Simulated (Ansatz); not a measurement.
# BGeH₃ (singlet): the correlation ladder at distance B2–H5 = 1.203 Å, cc-pVDZ

How much of the correlation energy of BGeH₃ (singlet) does each wave-function method recover here?

Program: Ansatz 0.2.0, Gaussian basis. Level of theory: cc-pVDZ, core rule «outside noble gas», up to 15 orbitals frozen. These are calculated values, not measurements.

To be run: UHF; CCSD(T) on RHF; CCSD(T) on UHF; BCCD(T) on RHF; CISD; CCSDT(Q) on RHF; CCSDT(Q) on UHF; CCSDTQ on RHF; CASSCF and MRCISD+Q, 2 electrons in 2 orbitals; CASSCF and NEVPT2, 2 electrons in 2 orbitals; CASSCF and MRCISD+Q, 10 electrons in 11 orbitals; CASSCF and NEVPT2, 10 electrons in 11 orbitals.

### Step 1. The geometry

The geometry derives from a PBE0/def2-TZVP stationary point (not a proven minimum). One bond is set to the value named and the two fragments are kept rigid. No spin-orbit coupling is included. The filled d shell of Ge may be among the frozen orbitals whatever the setting's name suggests.

5 atoms, charge 0, spin multiplicity 1.

Atoms are counted from 1 here; the program's logs count them from 0.

Bond lengths: Ge1–B2 1.949 Å, Ge1–H3 1.780 Å, B2–H3 1.366 Å, B2–H4 1.203 Å, B2–H5 1.203 Å. Angles: B2–Ge1–H3 42.7°, Ge1–B2–H3 62.0°, Ge1–B2–H4 120.1°, Ge1–B2–H5 120.1°, H3–B2–H4 106.0°, H3–B2–H5 106.0°, H4–B2–H5 119.4°, Ge1–H3–B2 75.3°.

As a file:

```tsv
atom	x (Å)	y (Å)	z (Å)
Ge1	-0.0022	0.0000	0.3187
B2	-0.0666	0.0000	-1.6292
H3	1.1607	0.0000	-1.0289
H4	-0.1421	-1.0387	-2.2309
H5	-0.1421	1.0387	-2.2309
```

### Step 2. UHF

Contents of in.yaml:

```yaml
crystal:
  periodic: [false, false, false]
  atoms:
    - {symbol: Ge, position_ang: [-0.002248, 0.000000, 0.318665]}
    - {symbol: B, position_ang: [-0.066617, -0.000001, -1.629219]}
    - {symbol: H, position_ang: [1.160664, 0.000000, -1.028885]}
    - {symbol: H, position_ang: [-0.142071, -1.038714, -2.230917]}
    - {symbol: H, position_ang: [-0.142072, 1.038712, -2.230918]}
basis:
  gaussian: {orbitals: cc-pVDZ}
magnetization: {spin_polarized: true, initial_magnetization: 0}
hamiltonian: {xc: hf}
output: {orbitals: {seedname: orbitals}}
```

On the command line:

```
$ ansatz run in.yaml --threads 1 --pin off --events-out ev --progress --plain --max-ram 2816MiB --backend cpu
```

The runs that follow: CCSD(T) on RHF; CCSD(T) on UHF; BCCD(T) on RHF; CISD; CCSDT(Q) on RHF; CCSDT(Q) on UHF; CCSDTQ on RHF; CASSCF and MRCISD+Q, 2 electrons in 2 orbitals; CASSCF and NEVPT2, 2 electrons in 2 orbitals; CASSCF and MRCISD+Q, 10 electrons in 11 orbitals; CASSCF and NEVPT2, 10 electrons in 11 orbitals.

**Question.** What will the summary of the whole plan be? Wanted: RCCSDTQ from the RHF energy; RMP2 from RCCSDTQ; RCCSD from RCCSDTQ; RCCSD(T) from RCCSDTQ; RCCSDT(Q) from RCCSDTQ; NEVPT2 pair from RCCSDTQ; NEVPT2 valence from RCCSDTQ; MRCISD+Q valence from RCCSDTQ; T1 diagnostic.

**Answer**, as computed:

```
                         quantity                                                   value
      RCCSDTQ from the RHF energy                                              -6.0055 eV
                RMP2 from RCCSDTQ                                         +27.76 kcal/mol
               RCCSD from RCCSDTQ                                          +5.24 kcal/mol
            RCCSD(T) from RCCSDTQ                                          +0.92 kcal/mol
           RCCSDT(Q) from RCCSDTQ                                          +0.01 kcal/mol
         NEVPT2 pair from RCCSDTQ                                         +27.78 kcal/mol
      NEVPT2 valence from RCCSDTQ                                         +20.97 kcal/mol
    MRCISD+Q valence from RCCSDTQ                                          +0.71 kcal/mol
levels within 1 kcal/mol (43 meV)  RCCSD(T), BCCD(T), RCCSDT, RCCSDT(Q), MRCISD+Q valence
                    T1 diagnostic                                                   0.016
   effectively unpaired electrons                                                    0.06
```

RCCSD(T) lands +0.92 kcal/mol from the yardstick (0.7 % of the correlation energy). One determinant dominates. Of the multireference levels listed MRCISD+Q valence comes nearest in total energy (+0.71 kcal/mol), which doesn't show that its space is the better one. These misses are within one basis, not against nature.
